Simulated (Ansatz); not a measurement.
**SiWSN2: a closer look at a trial structure**

Aim: for this structure of SiWSN2, compute bands, density of states and charges.

Method: DFT PBE, scalar-relativistic, plane waves, PAW, in Ansatz 0.2.0.

**1. The structure to begin with**

It takes space group P4/mmm (No. 123, tetragonal). Conventional cell: a = 3.550 Å, b = 3.550 Å, c = 4.585 Å, α = 90.00°, β = 90.00°, γ = 90.00°. Si (site symmetry 4/mmm) is surrounded by 4 N at 1.78 Å. W (site symmetry 4/mmm) has 4 S at 2.51 Å as nearest neighbours. S (site symmetry 4/mmm) is surrounded by 2 Si at 2.29 Å and 4 W at 2.51 Å. N (site symmetry mmm) is surrounded by 2 Si at 1.78 Å.

Structure file:

```xyz
5
Lattice="3.5502 0.0000 0.0000 0.0000 3.5502 0.0000 0.0000 0.0000 4.5847" Properties=species:S:1:pos:R:3 pbc="T T T"
Si    0.0000    0.0000    0.0000
W     1.7751    1.7751    2.2924
S     0.0000    0.0000    2.2924
N     1.7751    0.0000    0.0000
N     0.0000    1.7751    0.0000
```

The cell was relaxed beforehand at this level, from a generated guess; it needn't be the stable form of this composition. At a tolerance of 0.05 Å it has space group P4/mmm (No. 123); it has 11.56 Å³/atom, an uncorrected energy of +0.95 eV/atom over the elements.

**2. Electronic structure at the relaxed geometry**

input.yaml

```yaml
crystal:
  lattice:
    - [3.5501943166, 0.0, 0.0]
    - [0.0, 3.5501943166, 0.0]
    - [0.0, 0.0, 4.5847151473]
  atoms:
    - { symbol: Si, position: [0.0, 0.0, 0.0] }
    - { symbol: W, position: [0.5, 0.5, 0.5] }
    - { symbol: S, position: [0.0, 0.0, 0.5] }
    - { symbol: "N", position: [0.5, 0.0, 0.0] }
    - { symbol: "N", position: [0.0, 0.5, 0.0] }
basis:
  ecutwfc: 420
kpoints:
  mp_grid: { grid: [10, 10, 8] }
  band_path:
    path:
      - [[0.0, 0.0, 0.0], [0.0, 0.5, 0.0], [0.5, 0.5, 0.0], [0.0, 0.0, 0.0], [0.0, 0.0, 0.5], [0.0, 0.5, 0.5], [0.5, 0.5, 0.5], [0.0, 0.0, 0.5]]
      - [[0.0, 0.5, 0.0], [0.0, 0.5, 0.5]]
      - [[0.5, 0.5, 0.0], [0.5, 0.5, 0.5]]
    npoints: 14
hamiltonian:
  xc: pbe
scf:
  occupations: { method: gaussian, width: 0.1 }
  n_extra_bands: 12
output:
  forces: true
  stress: true
  eigenvalues: true
  populations: true
  dos: { projected: true, de: 0.02, nscf_kmesh: { grid: [12, 12, 10] } }
  bader: true
  write_density: true
  write_potential: true
  elf: true
  volumetric_format: npy
```

Run with:

```
$ ansatz run input.yaml --threads 1 --pin off --max-ram 2048MiB --backend cpu --events-out ev --progress --plain --runs-dir out
```

Q: Predict the outcome of this session. Wanted: gap; states at the Fermi level; Bader charges.

**Answer**, as computed:

| quantity | value |
| --- | --- |
| gap | none (metal) |
| states at the Fermi level | 4.41 per eV per cell |
| Bader charges | Si +3.09, W +1.44, S -1.25, N -1.64 e |

**Reading.** Bands cross the Fermi level: a metal at this level of theory. Of the projected weight within 0.25 eV of the Fermi level, the largest part is W 5d (69 %) and N 2p (19 %). Bader charges reach 3.1 e, so charge transfer in this metal is strong. Spin-orbit coupling is left out, which matters for the bands of W.
